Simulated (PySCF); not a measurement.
# AlTe: spin, charge, geometry and surroundings

One physical setting of the base script is moved in each run, with the edits that it forces.

Program: PySCF 2.14.0. Level of theory: each script names its method and basis. These are calculated values, not measurements.

2 further runs of the same task are left out: 2 for a known fault of the program.

### Step 1. The system as given

AlTe: 2 atoms, charge 0, spin multiplicity 2.

Bond lengths: Al1–Te2 2.515 Å.

### Step 2. The base run

The input, input.py:

```python
from pyscf import gto, scf, mcscf

mol = gto.M(
    atom='Al 0 0 0; Te 0 0 2.515',
    basis='def2-svp',
    ecp={'Te': 'def2-svp'},
    charge=0,
    spin=1,
    verbose=4,
)
mf = scf.ROHF(mol)
mf.kernel()
mc = mcscf.CASCI(mf, 6, 5)
mc.kernel()
mc.analyze()
mf.dip_moment()
print('orbital energies (hartree):', mf.mo_energy[..., max(0, mol.nelec[1]-3):mol.nelec[0]+3].round(4))
```

Started as:

```console
$ python input.py
```

The log of this run is left out.

It gives: E(SCF) = -508.838257 Eh, 14 cycles, E(CAS) − E(SCF) = -0.01375 Eh, μ = 4.43 D (of the SCF density).

The bond length is a typed value, not an optimised one.

### Step 3. Bond 2.817 Å

Edit 1 changes bond length: 2.515 Å → 2.817 Å.

The input, input.py:

```python
from pyscf import gto, scf, mcscf

mol = gto.M(
    atom='Al 0 0 0; Te 0 0 2.817',
    basis='def2-svp',
    ecp={'Te': 'def2-svp'},
    charge=0,
    spin=1,
    verbose=4,
)
mf = scf.ROHF(mol)
mf.kernel()
mc = mcscf.CASCI(mf, 6, 5)
mc.kernel()
mc.analyze()
mf.dip_moment()
print('orbital energies (hartree):', mf.mo_energy[..., max(0, mol.nelec[1]-3):mol.nelec[0]+3].round(4))
```

Started as:

```console
$ python input.py
```

### Step 4. Sextet

Edit 2 changes spin (2S): 1 → 5.

Changes to input.py since step 2:

```diff
@@ -7,3 +7,3 @@
     charge=0,
-    spin=1,
+    spin=5,
     verbose=4,
```

### Step 5. Charge +2

Edit 3 changes charge: 0 → 2; active space: 5 electrons in 6 orbitals → 7 electrons in 6 orbitals.

Changes to input.py since step 2:

```diff
@@ -6,3 +6,3 @@
     ecp={'Te': 'def2-svp'},
-    charge=0,
+    charge=2,
     spin=1,
@@ -12,3 +12,3 @@
 mf.kernel()
-mc = mcscf.CASCI(mf, 6, 5)
+mc = mcscf.CASCI(mf, 6, 7)
 mc.kernel()
```

### Step 6. Quartet

Edit 4 changes spin (2S): 1 → 3; active space: 5 electrons in 6 orbitals → 9 electrons in 8 orbitals.

Changes to input.py since step 2:

```diff
@@ -7,3 +7,3 @@
     charge=0,
-    spin=1,
+    spin=3,
     verbose=4,
@@ -12,3 +12,3 @@
 mf.kernel()
-mc = mcscf.CASCI(mf, 6, 5)
+mc = mcscf.CASCI(mf, 8, 9)
 mc.kernel()
```

**Question.** What will these runs give? Wanted: for each run, E(SCF); from base; SCF dipole; after the SCF.

**Answer**, as computed:

```csv
run,E(SCF) (hartree),from base (eV),cycles,SCF dipole (D),after the SCF
base,-508.838257,0,14,4.43,CASCI correlation -0.374 eV
bond 2.817 Å,-508.819957,+0.4980,15,4.85,CASCI correlation -0.862 eV
sextet,-508.704612,+3.6367,11,4.71,n/a
charge +2,-508.041712,+21.6751,12,n/a,CASCI correlation -1.355 eV
quartet,-508.791869,+1.2623,14,1.19,CASCI correlation -0.349 eV
```

Of the runs whose energies can be compared, “sextet” moves the SCF energy most (+3.637 eV). The sextet solution found lies 3.64 eV above the base doublet at this geometry and level. The quartet solution found lies 1.26 eV above the base doublet at this geometry and level.
